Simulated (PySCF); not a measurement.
# C₂H₄Be (+2), a complex of two parts: interaction energy

The task here is to estimate one member of a computed series from the others.

Programs: PySCF 2.14.0. All values are calculated, for the isolated system unless a continuum is named. Atoms count from 0, parts from 1.

## Starting point

7 atoms, charge 2, multiplicity 1; geometry: GFN1-xTB. Parts: 1 = atoms 0–5, `C=C`, charge 0; 2 = atom 6, `[Be+2]`, charge 2.

Set-up of the first run:

Job settings and geometry (Å):

```
{"job": {"xc": "PBE0", "basis": "def2-SVPD", "d3": "d3bj", "grid": 2, "kind": "geom", "shake": 0.01}, "charge": 2, "multiplicity": 1, "parts": [{"atoms": "0-5", "charge": 0, "multiplicity": 1}, {"atoms": "6-6", "charge": 2, "multiplicity": 1}]}
C     -0.642126    -0.122072    -0.040265
C      0.712565    -0.302178     0.008272
H     -1.253264     0.204749     0.827361
H     -1.181022    -0.153069    -0.988812
H      1.205040    -0.089970    -0.976342
H      1.184615     0.281578     0.837288
Be     1.458300    -1.888479     0.332944
```

Run with:

```bash
> OMP_NUM_THREADS=1 python cluster_run.py task.json out
```

The driver reads the jobs from task.json and runs them one after another.

Steps of the session up to this table: Geometry optimisation at PBE0-D3(BJ)/def2-SVPD; Coupled-cluster interaction energy: CCSD(T) and MP2.

One table of the session follows, with a row left open; its other results are not shown here.

It belongs to the step «Coupled-cluster interaction energy: CCSD(T) and MP2». 

| method | interaction energy (kcal/mol) |
| --- | --- |
| HF/aug-cc-pVDZ | -163.83 |
| MP2/aug-cc-pVDZ | -148.43 |
| CCSD/aug-cc-pVDZ | -150.19 |
| CCSD(T)/aug-cc-pVDZ | ? |
| HF/aug-cc-pVTZ | -165.07 |
| MP2/aug-cc-pVTZ | -150.90 |
| SCS-MP2/aug-cc-pVTZ | -151.65 |
| MP2, extrapolated | -151.42 |
| CCSD(T), limit estimate | -151.48 |

**Question.** Estimate the row for CCSD(T)/aug-cc-pVDZ.

As computed: interaction energy (kcal/mol): -148.49. In the column «interaction energy (kcal/mol)» it lies between CCSD/aug-cc-pVDZ (-150.19) and MP2/aug-cc-pVDZ (-148.43).

In this run the core of Be (1s) is correlated, in a basis without core functions; only the other cores are frozen.

Limits of these values: The interaction energy leaves out the deformation of the parts, 12.19 kcal/mol at MP2. So large a deformation means that a part is far from its own minimum, so a sum across the two methods would be rough.
